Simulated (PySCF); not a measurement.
# GdH4O2 (Gd(H2O)23+): the cost of one run

The runs use PySCF 2.14.0; several levels, as the steps say, no spin–orbit coupling.

3 further runs of the same task are left out: 2 for a known fault of the program, 1 set aside as unsound or not needed.

**1. Where the work starts**

7 atoms, charge 3, spin multiplicity 1.

Bond lengths: Gd1–O2 2.248 Å, Gd1–O5 2.248 Å, O2–H3 1.004 Å, O2–H4 1.003 Å, O5–H6 1.004 Å, O5–H7 1.003 Å. Angles: O2–Gd1–O5 114.2°, Gd1–O2–H3 127.6°, Gd1–O2–H4 129.7°, H3–O2–H4 102.7°, Gd1–O5–H6 127.5°, Gd1–O5–H7 129.9°, H6–O5–H7 102.7°.

Geometry (Å):

```xyz
7
GdH4O2
Gd    1.03205    0.19675   -0.00782
O    -0.16655    0.02897    1.88654
H     0.15921    0.14087    2.82968
H    -1.13927   -0.17895    2.01332
O    -0.16628   -0.10481   -1.88551
H     0.17660   -0.35712   -2.79499
H    -1.15265   -0.00948   -2.04122
```

Formal oxidation states: Gd +3. Each metal's 7 4f electrons lie in its core potential, so multiplicities, spins and levels count the valence alone. An earlier session relaxed this geometry at TPSS, Gd lcecp-1-SVP with ECP53, O def2-SVP, H def2-SVP (singlet, point group C1).

At TPSS on the finer grid: E = -187.467151 Eh, HOMO -24.71 eV, LUMO -19.31 eV, Mulliken charge on Gd1 +2.18 e, largest force component 0.013 eV/Å. 

Levels to run: TPSSh; BLYP; B3LYP; PBE0; TPSS, TZVP; PBE0, SVP. Hardware: 2 threads of AMD EPYC 9R45 (Zen 5), shared host.

**2. TPSSh**

Contents of run.py (the lines that set the calculation):

```python
mol = gto.M(atom='''
Gd     1.03205     0.19675    -0.00782
O     -0.16655     0.02897     1.88654
H      0.15921     0.14087     2.82968
H     -1.13927    -0.17895     2.01332
O     -0.16628    -0.10481    -1.88551
H      0.17660    -0.35712    -2.79499
H     -1.15265    -0.00948    -2.04122''',
    basis={'Gd': 'lcecp-1-SVP', 'O': 'def2-SVP', 'H': 'def2-SVP'},
    ecp={'Gd': 'lcecp-1-SVP'},
    charge=3, spin=0)
mf = dft.RKS(mol, xc='TPSSH')
mf.grids.atom_grid = (75, 302)  # f atoms: unpruned, at least (60, 302)
mf = mf.density_fit()  # fitting sets: Gd AutoAux, O def2-universal-JKFIT, H def2-universal-JKFIT
mf.conv_tol = 1e-08; mf.max_cycle = 55
mf.kernel(dm0)  # dm0: the density of the relaxed state
```

The run is started by

```bash
$ OMP_NUM_THREADS=2 python run.py
```

**Question.** How long does this run take on 2 threads of AMD EPYC 9R45 (Zen 5), shared host?

About 2.6 s.
